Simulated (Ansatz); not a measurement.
**K: response to strain**

Aim: deform K (equal xy, yz and zx engineering shear strains of -2 %) and compute stress, forces and field gradients with LAPW, PAW and all-electron datasets made for the crystal.

Program: Ansatz 0.2.0. Level of theory: DFT PBEsol, scalar-relativistic. These are calculated values, not measurements.

**1. The starting structure**

The structure is cubic, space group Im-3m (No. 229). Conventional cell: a = 5.236 Å, b = 5.236 Å, c = 5.236 Å, α = 90.00°, β = 90.00°, γ = 90.00°.

Structure file:

```cif
data_structure
_symmetry_space_group_name_H-M 'Im-3m'
_symmetry_Int_Tables_number 229
_cell_length_a 5.2360
_cell_length_b 5.2360
_cell_length_c 5.2360
_cell_angle_alpha 90.000
_cell_angle_beta 90.000
_cell_angle_gamma 90.000
_cell_volume 143.55
loop_
_atom_site_label
_atom_site_type_symbol
_atom_site_symmetry_multiplicity
_atom_site_Wyckoff_symbol
_atom_site_fract_x
_atom_site_fract_y
_atom_site_fract_z
_atom_site_occupancy
K1 K 2 a 0.00000 0.00000 0.00000 1
```

The file gives the conventional cell by its symmetry; the runs use the cell typed in the input.

**2. The deformed structure**

Space group Im-3m before, R-3m after.

**3. LAPW, all electrons**

input.yaml reads:

```yaml
crystal:
  lattice:
    - [-2.67036, 2.618, 2.618]
    - [2.618, -2.67036, 2.618]
    - [2.618, 2.618, -2.67036]
  atoms:
    - { symbol: K, position: [0.0, 0.0, 0.0] }
kpoints:
  mp_grid: { grid: [10, 10, 10] }
  band_path:
    path:
      - [0.0, 0.0, 0.0]
      - [0.0, 0.0, 0.5]
      - [-0.5, 0.5, 0.5]
      - [-0.7548769728, 0.2451230272, 0.2451230272]
      - [0.2451230272, 0.2451230272, 0.2451230272]
      - [0.0, 0.0, 0.0]
      - [-0.5, 0.0, 0.5]
    npoints: 5
scf:
  occupations: { method: fermi_dirac, width: 0.08 }
hamiltonian:
  xc: pbesol
  pseudopotentials: { kind: all_electron, lapw: { basis_error: 0.0005 } }
output:
  forces: true
  stress: true
  eigenvalues: true
```

Run with:

```
$ ansatz run input.yaml --threads 1 --pin off --max-ram 3072MiB --backend cpu --events-out ev --progress --plain --runs-dir out
```

**4. PAW on the default files**

input.yaml reads:

```yaml
crystal:
  lattice:
    - [-2.67036, 2.618, 2.618]
    - [2.618, -2.67036, 2.618]
    - [2.618, 2.618, -2.67036]
  atoms:
    - { symbol: K, position: [0.0, 0.0, 0.0] }
kpoints:
  mp_grid: { grid: [10, 10, 10] }
scf:
  occupations: { method: fermi_dirac, width: 0.08 }
hamiltonian:
  xc: pbesol
  pseudopotentials: { kind: paw }
output:
  forces: true
  stress: true
  eigenvalues: true
  efg: { contact_densities: true }
```

**5. Datasets made for this crystal**

input.yaml, as its differences from that of step 4:

```diff
@@ -13,3 +13,3 @@
   xc: pbesol
-  pseudopotentials: { kind: paw }
+  pseudopotentials: { kind: all_electron, datasets: crystal }
 output:
```

(Steps that only read results are left out.)

Before running it: what results should come out? Wanted: pressure; largest shear or deviatoric stress.

**Answer**, as computed:

| quantity | value |
| --- | --- |
| pressure | LAPW -0.03, PAW -0.03, crystal datasets -0.03 GPa |
| largest shear or deviatoric stress (LAPW) | 0.05 GPa |

The largest part of the stress beyond the pressure is 0.05 GPa in size. No run of the undeformed cell stands beside it, so the pressure holds what the given cell had before the change. PAW: stress within 0.01 GPa of LAPW. Crystal datasets: stress within 0.01 GPa of LAPW.
